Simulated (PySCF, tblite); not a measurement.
# C4H9FO3Si: geometry, infrared bands and NMR shifts

Aim: predict the infrared bands and NMR shifts of C4H9FO3Si (`O=C(C[SiH2]F)OCCO`).

The runs use tblite 0.8.0 and PySCF 2.14.0, with density-fitted response routines of our own; the level of theory stands in each step. All values are computed, except where a source is named. Atoms count from 0, in the outputs and in this text.

## 1. Starting geometry

18 atoms, charge 0, multiplicity 1; geometry from: force field or distance geometry start.

Bonds of the start (Å): O0–C1 1.22, C1–C2 1.51, C2–Si3 1.84, Si3–F4 1.60, C1–O5 1.36, O5–C6 1.43, C6–C7 1.53, C7–O8 1.42, C2–H9 1.09, C2–H10 1.10, Si3–H11 1.50, Si3–H12 1.49, C6–H13 1.10, C6–H14 1.10, C7–H15 1.08, C7–H16 1.10, O8–H17 0.98.

## 2. Geometry optimisation with GFN2-xTB

The job: settings as JSON, then the geometry in Å.

```
{"job": {"kind": "relax", "xc": "GFN2-xTB", "basis": "xTB"}, "charge": 0, "multiplicity": 1}
O     -0.212200     0.027600     1.039900
C      0.391600    -0.188300    -0.001000
C      1.793700     0.265900    -0.315600
Si     2.597500     1.294600     0.977500
F      4.068000     1.664100     0.469500
O     -0.104100    -0.914700    -1.040700
C     -1.433000    -1.425600    -0.872200
C     -2.474200    -0.368700    -1.225500
O     -2.504700     0.721000    -0.319700
H      2.390300    -0.621200    -0.507000
H      1.728700     0.851400    -1.246400
H      2.747900     0.522100     2.253600
H      1.857500     2.554000     1.245400
H     -1.524400    -2.284100    -1.548600
H     -1.575200    -1.792600     0.155300
H     -2.281200     0.038200    -2.211600
H     -3.476000    -0.821100    -1.230800
H     -1.998800     0.483700     0.479800
```

On the command line:

```sh
$ OMP_NUM_THREADS=1 python probes_run.py task.json out
```

One launch serves the whole session: the jobs run in the order shown.

**Question.** This job is followed by: GFN2-xTB harmonic vibrations, gas phase; GIAO PBE0/pcSseg-1 NMR shielding, non-relativistic, gas phase. Predict these results of the whole session: strongest single infrared mode (GFN2-xTB); zero-point energy (GFN2-xTB); ¹³C shifts against TMS (PBE0/pcSseg-1); ¹H shifts against TMS (PBE0/pcSseg-1, means over atoms taken as alike); ¹⁷O shifts against H2O (PBE0/pcSseg-1); ²⁹Si shifts against TMS (PBE0/pcSseg-1); ¹⁹F shifts against CFCl3 (PBE0/pcSseg-1).

The runs gave:

| quantity | value |
| --- | --- |
| strongest single infrared mode (GFN2-xTB) | 1272 cm⁻¹, 377 km/mol |
| zero-point energy (GFN2-xTB) | 80.6 kcal/mol |
| ¹³C shifts against TMS (PBE0/pcSseg-1) | 184.0, 68.2, 67.9, 24.5 ppm |
| ¹H shifts against TMS (PBE0/pcSseg-1, means over atoms taken as alike) | 5.20, 4.49, 4.05, 2.51, 0.55 ppm |
| ¹⁷O shifts against H2O (PBE0/pcSseg-1) | 422.3, 216.2, 40.1 ppm |
| ²⁹Si shifts against TMS (PBE0/pcSseg-1) | -6.2 ppm |
| ¹⁹F shifts against CFCl3 (PBE0/pcSseg-1) | -219.7 ppm |

The optimisation took 93 steps and gained 0.227 eV; among the close pairs (by a distance rule), C2–Si3 changed most, from 1.838 to 1.903 Å. The lowest mode is slightly imaginary (9i cm⁻¹), a soft motion within the noise of the Hessian, so the minimum is not strictly shown. The strongest single mode, at 1272 cm⁻¹, is carried by C1, C2, H10. GFN2-xTB is a fitted tight-binding method: band positions and strengths are rough. Its intensities can rank the bands wrongly. At PBE0/pcSseg-1: The largest span, 653 ppm, is at O0, where the paramagnetic term is -492 ppm.
